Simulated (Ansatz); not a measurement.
**CH₁₀N₂Si₂: up Jacob's ladder to CCSD(T)**

Aim: compute CH₁₀N₂Si₂ with functionals from several rungs and with coupled cluster, and see how far each lands from CCSD(T) at the basis-set limit for the atomisation energy.

Method: functionals in def2-TZVPP, the program's frozen cores in correlated methods; program: Ansatz 0.2.0, Gaussian basis.

The runs, in order: LDA (SPW92), PBE-D4, revPBE-D4, BLYP-D4, r2SCAN-D4, B97M-V, PBE0-D4, B3LYP-D4, r2SCANh-D4, r2SCAN0-D4, HSE06-D4, BHLYP-D4, CAM-B3LYP-D4, LC-ωPBE, ωB97X-V, ωB97M-V, B2PLYP, PBE-QIDH; CCSD(T)/def2-SVP; CCSD(T)/def2-TZVPP; MP2/def2-QZVPP; extrapolation to the limit; RPA on PBE.

## Step 1: The geometry

An earlier PBE0-D4 in a triple-zeta def2 set relaxation fixed the geometry.

SMILES `C[Si](N)(N)[SiH3]`, 15 atoms, charge 0, spin multiplicity 1.

Atoms are counted from 1 here; the program's logs count them from 0.

Bond lengths: C1–Si2 1.872 Å, C1–H6 1.094 Å, C1–H7 1.094 Å, C1–H8 1.093 Å, Si2–N3 1.722 Å, Si2–N4 1.717 Å, Si2–Si5 2.358 Å, N3–H9 1.008 Å, N3–H10 1.007 Å, N4–H11 1.006 Å, N4–H12 1.008 Å, Si5–H13 1.492 Å, Si5–H14 1.494 Å, Si5–H15 1.491 Å. Angles: Si2–C1–H6 111.5°, Si2–C1–H7 110.6°, Si2–C1–H8 110.7°, H6–C1–H7 108.2°, H6–C1–H8 107.6°, H7–C1–H8 108.1°, C1–Si2–N3 105.4°, C1–Si2–N4 116.9°, C1–Si2–Si5 109.1°, N3–Si2–N4 105.9°, N3–Si2–Si5 115.1°, N4–Si2–Si5 104.8°, Si2–N3–H9 119.9°, Si2–N3–H10 120.0°, H9–N3–H10 111.3°, Si2–N4–H11 121.4°, Si2–N4–H12 120.7°, H11–N4–H12 111.9° and more.

## Step 2: LDA

This LDA is Slater exchange with PW92 correlation.

in.yaml reads:

```yaml
crystal:
  periodic: [false, false, false]
  atoms:
    - {symbol: C, position_ang: [-1.312258, -0.110278, 1.294536]}
    - {symbol: Si, position_ang: [0.135127, -0.281917, 0.120321]}
    - {symbol: N, position_ang: [1.534935, -0.313640, 1.122363]}
    - {symbol: N, position_ang: [0.200555, -1.713190, -0.826138]}
    - {symbol: Si, position_ang: [0.066715, 1.475346, -1.449997]}
    - {symbol: H, position_ang: [-1.267250, 0.829482, 1.852616]}
    - {symbol: H, position_ang: [-1.324069, -0.934889, 2.013311]}
    - {symbol: H, position_ang: [-2.257633, -0.124654, 0.746480]}
    - {symbol: H, position_ang: [2.450339, -0.373281, 0.705779]}
    - {symbol: H, position_ang: [1.556176, 0.220952, 1.975409]}
    - {symbol: H, position_ang: [-0.278793, -1.781065, -1.707957]}
    - {symbol: H, position_ang: [0.312236, -2.614265, -0.388333]}
    - {symbol: H, position_ang: [-0.186108, 2.780505, -0.772859]}
    - {symbol: H, position_ang: [-1.009534, 1.293214, -2.469771]}
    - {symbol: H, position_ang: [1.357662, 1.596881, -2.186558]}
basis:
  gaussian: {orbitals: def2-TZVPP}
hamiltonian: {xc: lda}
output: {orbitals: {seedname: orbitals}}
```

Run with:

```console
$ ansatz run in.yaml --threads 2 --pin off --events-out ev --progress --plain --max-ram 32768MiB --backend cuda --devices 0, --max-vram 18GiB
```

Further steps of the session: PBE-D4 (GGA); revPBE-D4 (GGA); BLYP-D4 (GGA); r2SCAN-D4 (meta-GGA); B97M-V (meta-GGA); PBE0-D4 (hybrid); B3LYP-D4 (hybrid); r2SCANh-D4 (hybrid); r2SCAN0-D4 (hybrid); HSE06-D4 (hybrid); BHLYP-D4 (hybrid); CAM-B3LYP-D4 (range-separated); LC-ωPBE (range-separated); ωB97X-V (range-separated); ωB97M-V (range-separated); B2PLYP (double hybrid); PBE-QIDH (double hybrid); CCSD(T) in def2-SVP; CCSD(T) in def2-TZVPP; MP2 in def2-QZVPP; RPA on PBE orbitals.

Before running them: what should the planned runs give, taken together? Wanted: atomisation energy, CCSD(T)/CBS; farthest beyond LDA; mean size of error, GGA; mean size of error, meta-GGA; mean size of error, hybrid; mean size of error, range-separated; mean size of error, double hybrid; gap, smallest and largest; T1 diagnostic.

**Answer**, as computed:

| quantity | value |
| --- | --- |
| atomisation energy, CCSD(T)/CBS | 5159.9 kJ/mol |
| functionals within 25.8 kJ/mol (0.5 %) | BLYP-D4, r2SCAN-D4, B97M-V, B3LYP-D4, ωB97M-V |
| farthest beyond LDA | BHLYP-D4 (-102.2 kJ/mol) |
| mean size of error, GGA | 38.8 kJ/mol |
| mean size of error, meta-GGA | 14.5 kJ/mol |
| mean size of error, hybrid | 49.3 kJ/mol |
| mean size of error, range-separated | 28.3 kJ/mol |
| mean size of error, double hybrid | 70.0 kJ/mol |
| gap, smallest and largest | 5.16 eV (LDA (SPW92)), 12.04 eV (LC-ωPBE) |
| T1 diagnostic | 0.0111 |
| triples share of the correlation energy | 3.6 % |

**Reading.** LDA overbinds by 635.3 kJ/mol (12 %). PBE-D4 misses by +31.2 kJ/mol. Double hybrids carry the basis error of their MP2 part in triple zeta, and no dispersion term here, so their miss is partly the set-up's. Taken by rung, meta-GGA functionals do best (14.5 kJ/mol on average) and double hybrid ones worst beyond LDA (70.0 kJ/mol). The reference freezes the cores and leaves out relativity and excitations past (T), so misses under about 25.8 kJ/mol can't be ranked. Hartree-Fock recovers 72 % of the binding; the rest is correlation. CCSD(T) in def2-SVP is off by -390.1 kJ/mol, worse than the median functional, from the basis alone. Orbital gaps span 5.2 to 12.0 eV; exact exchange widens them.
